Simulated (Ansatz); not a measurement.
The system is Fe4Si.

```
Fe Si
1.0
     0.00000    2.02761    9.46634
     1.52190    0.00000    9.46634
     1.52190    2.02761    0.00000
Fe Si
4 1
Direct
  0.59407 0.59407 0.40593
  0.19797 0.19797 0.80203
  0.80203 0.80203 0.19797
  0.40593 0.40593 0.59407
  0.00000 0.00000 0.00000
```

The cell comes from a database or a generator and needn't be the stable form of this composition.

Base run:

- Program: Ansatz 0.2.0
- Functional: PBEsol
- Potentials or basis: Ansatz PAW earlier set
- Cutoff: 844 eV (not typed: the program's choice for these potentials)
- k mesh: 11 × 11 × 11
- Occupations: fermi-dirac, width 0.05 eV
- Spin: collinear spin, ferromagnetic start
- Starting moments: [3.0, 3.0, 3.0, 3.0, 0.0] μB

Its results: band gap on the k mesh none (metal or under the smearing width); pressure -9.2 GPa; net moment 8.81 μB per cell; site moments Fe +1.91, +2.57; Si -0.06 μB; largest force 0.062 eV/Å.

Q: The run is repeated on the same cell with these changes: potentials or basis from Ansatz PAW earlier set to JTH PAW; cutoff from 844 eV (not typed: the program's choice for these potentials) to 1320 eV (not typed: the program's choice for these potentials). What comes out?

A: Band gap on the k mesh none (metal or under the smearing width); pressure -9.6 GPa; net moment 8.84 μB per cell; site moments Fe +1.93, +2.58; Si -0.06 μB; largest force 0.072 eV/Å.

Caveats: the PAW data sets come from PBE, with cores solved anew for the run's functional, which leaves a small shift of forces and pressure (some runs).
